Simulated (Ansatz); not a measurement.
## YbH3 under changes of volume

One of the cells (8.839 Å³/atom); the others are scaled copies at fixed shape and fractional positions:

```xyz
4
Lattice="0.0000 2.6050 2.6050 2.6050 0.0000 2.6050 2.6050 2.6050 0.0000" Properties=species:S:1:pos:R:3 pbc="T T T"
Yb    0.0000    0.0000    0.0000
H     2.6050    2.6050    2.6050
H     1.3025    1.3025    1.3025
H     3.9075    3.9075    3.9075
```

The cell comes from a database or a generator and needn't be the stable form of this composition.

| Property | Result |
| --- | --- |
| Program | Ansatz 0.2.0 |
| Functional | PBE |
| Potentials or basis | Ansatz PAW |
| Cutoff | 420 eV (not typed: the program's choice for these potentials) |
| k mesh | 9 × 9 × 9 |
| Occupations | fermi-dirac, width 0.05 eV |
| Spin | collinear spin, ferromagnetic start |
| Starting moments | [1.0, 0.0, 0.0, 0.0] μB |

| volume (Å³/atom) | energy over the lowest point (meV/atom) | pressure (GPa) |
| --- | --- | --- |
| 8.308 | 0.00 | -1.0 |
| 8.485 | 2.09 | -2.6 |
| 8.662 | 5.86 | -4.1 |
| 8.839 | 11.13 | -5.4 |
| 9.015 | 17.76 | -6.5 |
| 9.192 | ? | ? |
| 9.369 | 34.56 | -8.5 |

What does the run at 9.192 Å³/atom give?

Energy over the lowest point 25.61 meV/atom; pressure -7.6 GPa.

Worked out: A Birch-Murnaghan fit of order 3 (a polynomial in V^(-2/3)) to the other rows has its minimum at 8.20 Å³/atom, just outside them, with B0 = V·E''(V) = 84 GPa and B' = 4.1. It gives 25.61 meV/atom at 9.192 Å³/atom, against the run's 25.61, and -dE/dV = -7.6 GPa, against -7.6.

Energies are extrapolated to zero smearing.

Caveats: without U or exact exchange the open f shell lies at the Fermi level, which spoils levels, moments and volumes.
